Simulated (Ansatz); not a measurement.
# SnO: a tetragonal deformation path

The task here is to estimate one member of a computed series from the others.

Method: DFT LDA, scalar-relativistic, plane waves, PAW, in Ansatz 0.2.0.

## The structure to begin with

It takes space group P4/nmm (No. 129, tetragonal). The conventional cell has a = 3.802 Å, b = 3.802 Å, c = 4.836 Å, α = 90.00°, β = 90.00°, γ = 90.00°. Sn (site symmetry 4mm) has 4 O at 2.22 Å as nearest neighbours. O (site symmetry -4m2) has 4 Sn at 2.22 Å as nearest neighbours.

As a file:

```xyz
4
Lattice="3.8020 0.0000 0.0000 0.0000 3.8020 0.0000 0.0000 0.0000 4.8360" Properties=species:S:1:pos:R:3 pbc="T T T"
Sn    0.0000    1.9010    1.1534
Sn    1.9010    0.0000    3.6826
O     0.0000    0.0000    0.0000
O     1.9010    1.9010    0.0000
```

The cell is taken as given, not relaxed at this level.

Set-up of the first run:

At fixed volume and fractional coordinates, lengths along (0.000, 0.000, 1.000) are scaled against those across it; ρ is that ratio over its starting value.

input.yaml

```yaml
crystal:
  lattice:
    - [4.0136466639, 0.0, 0.0]
    - [0.0, 4.0136466639, 0.0]
    - [0.0, 0.0, 4.3394255593]
  atoms:
    - { symbol: Sn, position: [0.0, 0.5, 0.2385] }
    - { symbol: Sn, position: [0.5, 0.0, 0.7615] }
    - { symbol: O, position: [0.0, 0.0, 0.0] }
    - { symbol: O, position: [0.5, 0.5, 0.0] }
basis:
  ecutwfc: 420
kpoints:
  mp_grid: { grid: [10, 10, 8] }
hamiltonian:
  xc: lda
scf:
  occupations: { method: gaussian, width: 0.03 }
output:
  forces: true
  stress: true
  eigenvalues: true
```

Run with:

```console
$ ansatz run input.yaml --threads 1 --pin off --max-ram 1228MiB --backend cpu --events-out ev --progress --plain --runs-dir out
```

Among the steps run: Point ρ = 0.850; At ρ = 1.200; ρ = 0.920; At ρ = 1.100.

One table of the session follows, with a row left open; its other results are not shown here.

The scan, with free energies counted from the undisturbed cell:

```
    ρ  ΔE (meV/atom)  pressure (GPa)  gap on the mesh (eV)
0.850           64.8            -5.5                  0.72
0.920              ?               ?                     ?
1.000            0.0            -2.8                  0.09
1.100           26.6            -1.6                  0.00
1.200          106.8            -0.7                  0.00
```

Q: Estimate the row for ρ = 0.920 from the others.

Worked estimate for «ΔE (meV/atom)». A straight line through the neighbours (0.850, 64.8) and (1.000, 0.0) gives 64.8 + (0.0 − 64.8) × (0.920 − 0.850) / (1.000 − 0.850) = 34.6; a parabola fitted to 3 rows on both sides gives 18.9.

As computed: ΔE (meV/atom): 18.9; pressure (GPa): -4.2; gap on the mesh (eV): 0.46. In «ΔE (meV/atom)» the line misses by +15.7 and the parabola by 0.0.

Where the gap reads zero, the mesh chosen for the insulator is on the coarse side.

Caveats from the session: Layers here are held mostly by dispersion, which this level lacks, so their spacing and the stiffness across them are unreliable there.
